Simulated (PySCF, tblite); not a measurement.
# C12H14N4: electronic excitations, NMR shifts

What do calculations give for the electronic excitations, NMR shifts of C12H14N4 (`CN(C)c1ccc(C#N)c(C#N)c1N(C)C`)?

Computed with tblite 0.8.0 and PySCF 2.14.0 and routines of our own; the level stands in each step. Atoms count from 0.

## 1. The system as given

30 atoms, charge 0, multiplicity 1; geometry from: force field, distance geometry or constructed start.

## 2. Geometry optimisation with GFN2-xTB

Job settings and geometry (Å):

```
{"job": {"kind": "relax", "xc": "GFN2-xTB", "basis": "xTB"}, "charge": 0, "multiplicity": 1}
C      1.385600    -1.616600    -1.548300
N      1.377400    -1.038300    -0.215100
C      2.556400    -1.286700     0.624100
C      0.773100     0.224700    -0.112700
C      1.536100     1.369300    -0.374400
C      0.971000     2.642400    -0.335100
C     -0.374800     2.800400    -0.014200
C     -0.910600     4.131500     0.030200
N     -1.314300     5.214300     0.047500
C     -1.167800     1.668600     0.267300
C     -2.546600     1.850500     0.632700
N     -3.660400     2.030000     0.911900
C     -0.613000     0.361300     0.224200
N     -1.428800    -0.739200     0.517100
C     -2.323400    -1.202800    -0.534200
C     -0.955400    -1.731400     1.477500
H      0.399400    -1.534800    -2.023200
H      2.115300    -1.117400    -2.187300
H      1.637300    -2.676600    -1.499100
H      2.767900    -2.357100     0.666400
H      2.379000    -0.944600     1.653700
H      3.437800    -0.778100     0.226800
H      2.589700     1.278100    -0.641500
H      1.593100     3.504400    -0.553600
H     -2.786800    -0.381900    -1.084600
H     -1.785600    -1.835400    -1.247300
H     -3.128300    -1.807600    -0.105200
H     -0.355300    -1.275700     2.268900
H     -1.808800    -2.216000     1.952500
H     -0.370000    -2.518000     0.984600
```

On the command line:

```bash
$ OMP_NUM_THREADS=1 python large_run.py task.json out
```

One launch serves the whole session: the jobs run in the order shown.

What it wrote:

```text
step      E/eV     max force
  0   -1209.00640    2.042
  1   -1209.00894    4.828
  2   -1209.12060    0.826
  3   -1209.15938    0.640
  4   -1209.18697    0.821
  5   -1209.18391    1.728
  6   -1209.20854    0.255
  7   -1209.21752    0.305
  8   -1209.22890    0.447
  9   -1209.23275    0.211
 10   -1209.23627    0.123
 11   -1209.23949    0.253
 12   -1209.24294    0.266
 13   -1209.24630    0.146
 14   -1209.24983    0.105
 15   -1209.25310    0.185
 16   -1209.25586    0.160
 17   -1209.25836    0.100
 18   -1209.26113    0.102
 19   -1209.26408    0.208
 20   -1209.26673    0.201
 21   -1209.26893    0.097
 22   -1209.27112    0.104
 23   -1209.27389    0.205
 24   -1209.27749    0.283
 25   -1209.28176    0.254
 26   -1209.28649    0.144
 27   -1209.29168    0.238
 28   -1209.29757    0.347
 29   -1209.30457    0.345
 30   -1209.31314    0.254
 31   -1209.32326    0.290
 32   -1209.33424    0.266
 33   -1209.34534    0.340
 34   -1209.35518    0.274
 35   -1209.36289    0.167
 36   -1209.36886    0.206
 37   -1209.37435    0.319
 38   -1209.38259    0.415
 39   -1209.39351    0.320
 40   -1209.40631    0.147
 41   -1209.40931    0.130
 42   -1209.41395    0.126
 43   -1209.41645    0.105
 44   -1209.42013    0.137
 45   -1209.42316    0.215
 46   -1209.42646    0.127
 47   -1209.42948    0.127
 48   -1209.43209    0.113
 49   -1209.43498    0.146
 50   -1209.43820    0.115
 51   -1209.44190    0.128
 52   -1209.44598    0.125
 53   -1209.44979    0.155
 54   -1209.45399    0.146
 55   -1209.45847    0.138
 56   -1209.46437    0.139
 57   -1209.46852    0.130
 58   -1209.47227    0.100
 59   -1209.47491    0.129
 60   -1209.47722    0.108
 61   -1209.47926    0.104
 62   -1209.48151    0.084
 63   -1209.48378    0.095
 64   -1209.48536    0.082
 65   -1209.48743    0.086
 66   -1209.48962    0.096
 67   -1209.49241    0.133
 68   -1209.49556    0.132
 69   -1209.49885    0.145
 70   -1209.50193    0.113
 71   -1209.50367    0.152
 72   -1209.50627    0.129
 73   -1209.50778    0.106
 74   -1209.50976    0.069
 75   -1209.51064    0.099
 76   -1209.51235    0.096
 77   -1209.51354    0.078
 78   -1209.51490    0.078
 79   -1209.51633    0.075
 80   -1209.51796    0.108
 81   -1209.51942    0.080
 82   -1209.52063    0.071
 83   -1209.52162    0.061
 84   -1209.52255    0.077
 85   -1209.52345    0.082
 86   -1209.52434    0.067
 87   -1209.52522    0.049
 88   -1209.52612    0.077
 89   -1209.52697    0.069
 90   -1209.52771    0.053
 91   -1209.52839    0.062
 92   -1209.52916    0.057
 93   -1209.53006    0.079
 94   -1209.53104    0.055
 95   -1209.53178    0.049
 96   -1209.53249    0.043
 97   -1209.53326    0.069
 98   -1209.53418    0.064
 99   -1209.53520    0.063
100   -1209.53633    0.074
101   -1209.53764    0.087
102   -1209.53929    0.115
103   -1209.54095    0.102
104   -1209.54288    0.122
105   -1209.54442    0.104
106   -1209.54610    0.095
107   -1209.54699    0.082
108   -1209.54856    0.068
109   -1209.54957    0.086
110   -1209.55063    0.074
111   -1209.55129    0.070
112   -1209.55177    0.049
113   -1209.55201    0.037
114   -1209.55220    0.026
115   -1209.55240    0.036
116   -1209.55268    0.047
117   -1209.55295    0.046
118   -1209.55322    0.033
119   -1209.55348    0.034
120   -1209.55374    0.037
121   -1209.55397    0.041
122   -1209.55418    0.026
123   -1209.55435    0.026
124   -1209.55448    0.026
125   -1209.55458    0.019
```

Wall time 2 s (1 thread of Arm Neoverse V1, shared host); peak memory 0.18 GiB.

Step by step: (the energy doesn't fall at every step)

| step | energy from step 0 (eV) | largest force (eV/Å) |
| --- | --- | --- |
| 0 | 0.0000 | 2.0426 |
| 1 | -0.0025 | 4.8278 |
| 2 | -0.1142 | 0.8257 |
| 3 | -0.1530 | 0.6398 |
| 4 | -0.1806 | 0.8216 |
| 5 | -0.1775 | 1.7272 |
| 6 | -0.2021 | 0.2546 |
| 7 | -0.2111 | 0.3049 |
| 8 | -0.2225 | 0.4464 |
| 18 | -0.2547 | 0.1023 |
| 28 | -0.2912 | 0.3471 |
| 38 | -0.3762 | 0.4150 |
| 49 | -0.4286 | 0.1455 |
| 59 | -0.4685 | 0.1285 |
| 69 | -0.4924 | 0.1449 |
| 79 | -0.5099 | 0.0743 |
| 90 | -0.5213 | 0.0532 |
| 100 | -0.5299 | 0.0739 |
| 110 | -0.5442 | 0.0740 |
| 121 | -0.5476 | 0.0416 |
| 122 | -0.5478 | 0.0266 |
| 123 | -0.5480 | 0.0261 |
| 124 | -0.5481 | 0.0254 |
| 125 | -0.5482 | 0.0196 |

Distances of close pairs at the start and the end, largest changes first:

| bond | before (Å) | after (Å) | change (Å) |
| --- | --- | --- | --- |
| C9–C10 | 1.438 | 1.412 | -0.026 |
| N1–C2 | 1.468 | 1.444 | -0.025 |
| C6–C7 | 1.436 | 1.411 | -0.024 |
| C9–C12 | 1.421 | 1.403 | -0.018 |
| C12–N13 | 1.401 | 1.386 | -0.015 |
| C10–N11 | 1.162 | 1.148 | -0.014 |
| N13–C14 | 1.456 | 1.443 | -0.013 |
| C4–H22 | 1.091 | 1.078 | -0.013 |

The next job starts from the end point, and lists it.

## 3. Electronic excitations: TDDFT PBE0/6-31G*

Job settings and geometry (Å):

```
{"job": {"kind": "uv", "basis": "6-31G*", "grid": 1, "kgrid": 0, "vcut": 1.5, "nstates": 6, "ntriplets": 2, "tda": false, "delta": [], "pop": true, "xc": "PBE0"}, "charge": 0, "multiplicity": 1}
C      1.276157    -1.840737    -1.183029
N      1.571989    -0.970800    -0.062564
C      2.962939    -1.026164     0.320247
C      0.905107     0.249544     0.004470
C      1.610345     1.448369     0.079757
C      0.973854     2.673797     0.118481
C     -0.410231     2.723925     0.074534
C     -1.067266     3.972818     0.069874
N     -1.563510     5.006966     0.062000
C     -1.158299     1.524634     0.054739
C     -2.556713     1.704688     0.135308
N     -3.675038     1.945546     0.233348
C     -0.522175     0.273903     0.045861
N     -1.217502    -0.925328     0.035964
C     -2.571693    -0.997601    -0.456880
C     -0.952390    -1.877771     1.093990
H      0.226066    -1.770035    -1.446006
H      1.876986    -1.570278    -2.060955
H      1.506889    -2.871006    -0.909000
H      3.219153    -2.071257     0.499844
H      3.117859    -0.471837     1.244131
H      3.642357    -0.641680    -0.451995
H      2.687574     1.433793     0.054741
H      1.544244     3.588969     0.155046
H     -2.695354    -0.340251    -1.315687
H     -2.752564    -2.025523    -0.779790
H     -3.323736    -0.742764     0.297840
H      0.077648    -1.794247     1.426268
H     -1.618072    -1.704371     1.948803
H     -1.125437    -2.888165     0.720565
```

Method: TDDFT PBE0/6-31G*, vertical, gas phase, core orbitals frozen in the response, virtual orbitals cut by energy.

What it wrote:

```text
start: PBE on a coarse grid of 24571 points
cycle   1  E = -683.7909282485  dE =  2.305e+00  |g| = 7.847e-01  |ddm| = 6.175e+00
cycle   2  E = -683.1794274457  dE =  6.115e-01  |g| = 1.785e+00  |ddm| = 3.137e+00
cycle   3  E = -683.8582322058  dE = -6.788e-01  |g| = 6.243e-01  |ddm| = 2.443e+00
cycle   4  E = -683.9518207625  dE = -9.359e-02  |g| = 9.953e-02  |ddm| = 6.442e-01
cycle   5  E = -683.9527360608  dE = -9.153e-04  |g| = 7.482e-02  |ddm| = 1.859e-01
cycle   6  E = -683.9541812249  dE = -1.445e-03  |g| = 2.421e-02  |ddm| = 1.172e-01
cycle   7  E = -683.9543397037  dE = -1.585e-04  |g| = 9.645e-03  |ddm| = 4.311e-02
final grid: 107157 points
cycle   8  E = -683.8344226283  dE = -7.687e-03  |g| = 4.960e-02  |ddm| = 7.392e-01
cycle   9  E = -683.8337062618  dE =  7.164e-04  |g| = 7.562e-02  |ddm| = 1.382e-01
cycle  10  E = -683.8349342448  dE = -1.228e-03  |g| = 2.815e-02  |ddm| = 9.184e-02
cycle  11  E = -683.8351023786  dE = -1.681e-04  |g| = 4.704e-03  |ddm| = 2.850e-02
cycle  12  E = -683.8351070784  dE = -4.700e-06  |g| = 1.950e-03  |ddm| = 6.610e-03
cycle  13  E = -683.8351097750  dE = -2.697e-06  |g| = 8.962e-04  |ddm| = 2.798e-03
cycle  14  E = -683.8351115175  dE = -1.743e-06  |g| = 3.219e-04  |ddm| = 1.112e-03
cycle  15  E = -683.8351073856  dE =  4.132e-06  |g| = 7.898e-05  |ddm| = 4.171e-04
converged SCF energy = -683.8351073856

Static polarisability (au): isotropic 152.954, principal 79.725 162.109 217.029

Singlet excitations
state   eV       nm        f      main configurations
  1   3.6871    336.3   0.12194   H->L 0.90
  2   4.3220    286.9   0.05557   H-1->L 0.55, H->L+1 0.39
  3   4.5091    275.0   0.10370   H->L+1 0.55, H-1->L 0.36
  4   5.0519    245.4   0.31229   H-1->L+1 0.86
  5   5.7218    216.7   0.15905   H-2->L 0.90
  6   5.8031    213.7   0.05948   H-3->L 0.65, H-2->L+1 0.28

Triplet excitations (Tamm-Dancoff, eV): 2.8701 3.2452
```

Wall time 32 s (1 thread of Arm Neoverse V1, shared host); peak memory 0.62 GiB.

The orbitals next to the gap, with their largest atomic shares:

| orbital | eV | atoms |
| --- | --- | --- |
| HOMO−4 | -9.17 | N8 31 %, C7 23 %, N11 22 % |
| HOMO−3 | -8.38 | C5 22 %, C12 14 %, N8 11 % |
| HOMO−2 | -8.04 | N1 14 %, C9 13 %, N11 13 % |
| HOMO−1 | -6.74 | N1 20 %, N13 19 %, C4 11 % |
| HOMO | -6.01 | N13 25 %, N1 20 %, C3 8 % |
| LUMO | -1.56 | C9 17 %, C6 16 %, C3 13 % |
| LUMO+1 | -0.82 | C5 28 %, C12 24 %, C4 9 % |
| LUMO+2 | 0.99 | N11 31 %, C10 28 %, N8 11 % |
| LUMO+3 | 1.54 | C7 28 %, N8 28 %, C10 10 % |

With each of the 6 states as a Gaussian band of 0.4 eV half-width at 1/e, the curve within the window shown has maxima at 332 nm (ε 5,200), 246 nm (ε 14,000), 220 nm (ε 9,700) L/(mol cm). Beyond the last state computed it falls off for lack of states. The curve at chosen wavelengths:

(nm, ε (L/mol/cm)): (203, 3981), (211, 8122), (219, 9664), (227, 9838), (235, 11684), (243, 13678), (251, 13348), (258, 11599), (266, 9586), (274, 8202), (282, 7109), (290, 6044), (298, 5168), (306, 4733), (314, 4761), (322, 5025), (330, 5219), (338, 5128), (346, 4700), (353, 4111), (361, 3317), (369, 2524), (377, 1822), (385, 1257), (393, 834), (401, 535)

Ground-state properties from the same run:

| property | computed |
| --- | --- |
| dipole moment (D) | 9.35 |
| polarisability (Å³) | 22.67 |
| HOMO–LUMO gap (eV) | 4.45 |
| −ε(HOMO) (eV) | 6.01 |

## 4. NMR shifts: GIAO PBE0/pcSseg-1

Settings changed since step 3:

```diff
@@ -1,2 +1,2 @@
-{"job": {"kind": "uv", "basis": "6-31G*", "grid": 1, "kgrid": 0, "vcut": 1.5, "nstates": 6, "ntriplets": 2, "tda": false, "delta": [], "pop": true, "xc": "PBE0"}, "charge": 0, "multiplicity": 1}
+{"job": {"kind": "nmr", "xc": "PBE0", "basis": "pcSseg-1", "pop": false}, "charge": 0, "multiplicity": 1}
 C      1.276157    -1.840737    -1.183029
```

With the program's defaults for keys left out, this is: GIAO PBE0/pcSseg-1 NMR shielding, non-relativistic, gas phase.

What it wrote:

```text
start: PBE on a coarse grid of 24571 points
cycle   1  E = -683.4454368897  dE =  2.272e+00  |g| = 7.841e-01  |ddm| = 5.732e+00
cycle   2  E = -682.8412981780  dE =  6.041e-01  |g| = 1.791e+00  |ddm| = 3.060e+00
cycle   3  E = -683.5113786138  dE = -6.701e-01  |g| = 6.213e-01  |ddm| = 2.367e+00
cycle   4  E = -683.6013125371  dE = -8.993e-02  |g| = 1.018e-01  |ddm| = 6.190e-01
cycle   5  E = -683.6022499079  dE = -9.374e-04  |g| = 7.576e-02  |ddm| = 1.794e-01
cycle   6  E = -683.6036954239  dE = -1.446e-03  |g| = 2.455e-02  |ddm| = 1.159e-01
cycle   7  E = -683.6038467264  dE = -1.513e-04  |g| = 1.012e-02  |ddm| = 4.190e-02
cycle   8  E = -683.6038709825  dE = -2.426e-05  |g| = 3.506e-03  |ddm| = 1.365e-02
final grid: 227360 points
cycle   9  E = -683.7599948995  dE = -9.998e-03  |g| = 5.837e-02  |ddm| = 5.017e-01
cycle  10  E = -683.7590352444  dE =  9.597e-04  |g| = 8.649e-02  |ddm| = 1.608e-01
cycle  11  E = -683.7606153337  dE = -1.580e-03  |g| = 3.227e-02  |ddm| = 1.101e-01
cycle  12  E = -683.7608328533  dE = -2.175e-04  |g| = 7.133e-03  |ddm| = 3.052e-02
cycle  13  E = -683.7608390391  dE = -6.186e-06  |g| = 2.024e-03  |ddm| = 7.497e-03
cycle  14  E = -683.7608403667  dE = -1.328e-06  |g| = 1.042e-03  |ddm| = 3.331e-03
cycle  15  E = -683.7608402597  dE =  1.070e-07  |g| = 3.558e-04  |ddm| = 1.447e-03
cycle  16  E = -683.7608423795  dE = -2.120e-06  |g| = 1.045e-04  |ddm| = 4.295e-04
cycle  17  E = -683.7608411364  dE =  1.243e-06  |g| = 4.856e-05  |ddm| = 1.796e-04
converged SCF energy = -683.7608411364

GIAO shielding tensors (ppm)
atom      isotropic    diamagn.    paramagn.     s11        s22        s33       span
  0 C      149.382     249.451    -100.069    121.428    137.436    189.282     67.855
  1 N      197.093     329.969    -132.876    155.339    212.277    223.663     68.325
  2 C      144.669     245.429    -100.760    123.276    127.465    183.268     59.992
  3 C       34.438     256.641    -222.203    -35.683     -0.592    139.589    175.272
  4 C       61.322     255.189    -193.867    -33.648     42.289    175.326    208.974
  5 C       52.660     250.439    -197.779    -53.373     40.049    171.305    224.677
  6 C       69.715     252.109    -182.394    -29.728     77.714    161.159    190.887
  7 C       64.488     256.919    -192.432    -56.648    -42.830    292.941    349.589
  8 N      -58.594     340.323    -398.917   -216.095   -183.378    223.690    439.785
  9 C       75.703     251.766    -176.063     -8.138     75.003    160.244    168.382
 10 C       63.500     259.624    -196.124    -59.448    -41.227    291.174    350.623
 11 N      -71.246     341.394    -412.640   -232.226   -181.838    200.326    432.552
 12 C       35.804     250.704    -214.900    -30.278     -0.616    138.305    168.583
 13 N      198.780     330.549    -131.769    153.727    212.544    230.070     76.343
 14 C      142.209     246.610    -104.401    125.394    125.575    175.660     50.266
 15 C      148.868     249.367    -100.500    121.716    136.355    188.532     66.817
 16 H       27.660      33.875      -6.215     20.442     30.343     32.195     11.753
 17 H       29.802      30.806      -1.005     25.550     26.784     37.071     11.522
 18 H       29.204      31.753      -2.550     25.698     26.579     35.334      9.636
 19 H       28.808      28.900      -0.093     23.808     27.121     35.494     11.685
 20 H       28.881      30.382      -1.500     24.792     26.335     35.517     10.725
 21 H       28.883      28.919      -0.037     24.545     26.501     35.602     11.057
 22 H       24.771      33.233      -8.462     19.792     23.888     30.633     10.841
 23 H       24.183      29.492      -5.309     20.335     24.552     27.662      7.327
 24 H       28.172      31.259      -3.087     23.541     27.129     33.847     10.306
 25 H       28.797      30.043      -1.246     23.640     27.532     35.221     11.581
 26 H       27.745      30.836      -3.092     22.089     27.528     33.617     11.528
 27 H       27.693      33.655      -5.962     20.699     30.653     31.727     11.027
 28 H       29.338      30.833      -1.495     24.420     27.119     36.476     12.056
 29 H       29.273      31.989      -2.716     25.468     26.950     35.402      9.934
```

It took 53 s on 1 thread of Arm Neoverse V1, shared host; peak memory 0.78 GiB.

Shifts follow as δ = σ(reference) − σ, with reference shieldings (ppm) from runs at the same level and on the same kind of geometry: ¹H TMS 31.72, ¹³C TMS 186.9, ¹⁵N NH3 267.7. The references are single molecules in the gas phase, so shifts against H2O, NH3, PH3, H3PO4 or CFCl3 are not on the usual liquid scales and can be off by tens of ppm. Atoms listed in one row are averaged.

| atoms | environment | σ (ppm) | δ (ppm) | δ scaled to CDCl3 |
| --- | --- | --- | --- | --- |
| C3 | aromatic carbon bearing nitrogen | 34.4 | 152.5 | 146.9 |
| C12 | aromatic carbon bearing nitrogen | 35.8 | 151.1 | 145.6 |
| C5 | aromatic CH | 52.7 | 134.3 | 129.1 |
| C4 | aromatic CH | 61.3 | 125.6 | 120.7 |
| C10 | nitrile carbon | 63.5 | 123.4 | 118.5 |
| C7 | nitrile carbon | 64.5 | 122.4 | 117.6 |
| C6 | substituted aromatic carbon | 69.7 | 117.2 | 112.5 |
| C9 | substituted aromatic carbon | 75.7 | 111.2 | 106.6 |
| C14, C15 | methyl carbon bonded to N | 145.5 | 41.4 | 38.5 |
| C0, C2 | methyl carbon bonded to N | 147.0 | 39.9 | 37.0 |
| H23 | hydrogen on an aromatic CH | 24.18 | 7.53 | 7.21 |
| H22 | hydrogen on an aromatic CH | 24.77 | 6.95 | 6.65 |
| H24, H25, H26, H27, H28, H29 | hydrogen on a methyl carbon bonded to N | 28.50 | 3.21 | 3.14 |
| H16, H17, H18, H19, H20, H21 | hydrogen on a methyl carbon bonded to N | 28.87 | 2.84 | 2.79 |
| N11 | nitrile nitrogen | -71.2 | 339.0 | – |
| N8 | nitrile nitrogen | -58.6 | 326.3 | – |
| N1 | aniline-type nitrogen | 197.1 | 70.6 | – |
| N13 | aniline-type nitrogen | 198.8 | 68.9 | – |

The scaled column applies a straight-line fit of computed shieldings to shifts measured in CDCl3 (root-mean-square error 0.16 ppm for H, 1.9 ppm for C).

Ring of atoms C3, C4, C5, C6, C9, C12: NICS(0) -9.3, NICS(1) -10.0, NICS(1)zz -20.8 ppm (means of both faces).

## 5. What came out

```
                                                               quantity                                                                   value
                                           lowest singlet (PBE0/6-31G*)                                             3.69 eV (336 nm), f = 0.122
                               brightest single state of those computed                                             state 4, 5.05 eV, f = 0.312
                                                         lowest triplet                                                                 2.87 eV
¹³C shifts against TMS (PBE0/pcSseg-1, means over atoms taken as alike)  152.5, 151.1, 134.3, 125.6, 123.4, 122.4, 117.2, 111.2, 41.4, 39.9 ppm
 ¹H shifts against TMS (PBE0/pcSseg-1, means over atoms taken as alike)                                              7.53, 6.95, 3.21, 2.84 ppm
                                 ¹⁵N shifts against NH3 (PBE0/pcSseg-1)                                            339.0, 326.3, 70.6, 68.9 ppm
```

The lowest singlet, at 3.69 eV, is HOMO→LUMO 0.90 and is bright; of the 6 states computed, the strongest absorption comes from state 4 at 5.05 eV. The lowest triplet lies 0.82 eV below the lowest singlet (triplets in Tamm-Dancoff, singlets in full TDDFT). NICS(1)zz of -21 ppm above the planar ring from C3 marks a diatropic (aromatic) ring current.
